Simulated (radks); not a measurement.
# Valence configurations of Mo³⁺

The task here is to estimate one member of a computed series from the others.

Program: radks (a radial shooting solver on a logarithmic mesh, Libxc functionals) version 1. Level of theory: Dirac Kohn-Sham, PBE, spin-unpolarised, spherical densities, point nucleus; open shells fill j = l - 1/2 first. These are calculated values, not measurements, unless marked.

## What is computed

* element: molybdenum (Z = 42)
* charge: +3
* electrons: 39
* configuration: [Kr] 4d3
* others tried: 4d2 5p1; 4d2 5s1; 5s1 5p2; 4d1 5s1 5p1; 4d1 5p2; 5p3; 4d1 5s2; 5s2 5p1

Set-up of the first run:

Input:

```text
Z 42
configuration [Kr] 4d3
relativity Dirac
functional pbe,pbe
spin unpolarised
j_filling energy
nucleus point
c 137.035999084
```

Among the steps run: [Kr] 4d3.

One of the session's tables, all rows but one given; the rest of the session is left out.

It belongs to the step «[Kr] 4d3». From the orbitals of this run (lengths in bohr):

| level | <r> | outermost maximum (interpolated) | 90 % within | nodes |
| --- | --- | --- | --- | --- |
| 3p3/2 | ? | ? | ? | ? |
| 3d3/2 | 0.4131 | 0.321 | 0.661 | 0 |
| 3d5/2 | 0.4166 | 0.324 | 0.666 | 0 |
| 4s1/2 | 1.097 | 0.987 | 1.59 | 3 |
| 4p1/2 | 1.193 | 1.05 | 1.76 | 2 |
| 4p3/2 | 1.221 | 1.07 | 1.80 | 2 |
| 4d3/2 | 1.603 | 1.30 | 2.48 | 1 |
| 4d5/2 | 1.615 | 1.31 | 2.50 | 1 |

**Question.** Estimate the row for 3p3/2.

The run gave: <r>: 0.4338; outermost maximum (interpolated): 0.380; 90 % within: 0.655; nodes: 1. In the column «<r>» it lies between 3d5/2 (0.4166) and 4s1/2 (1.097).
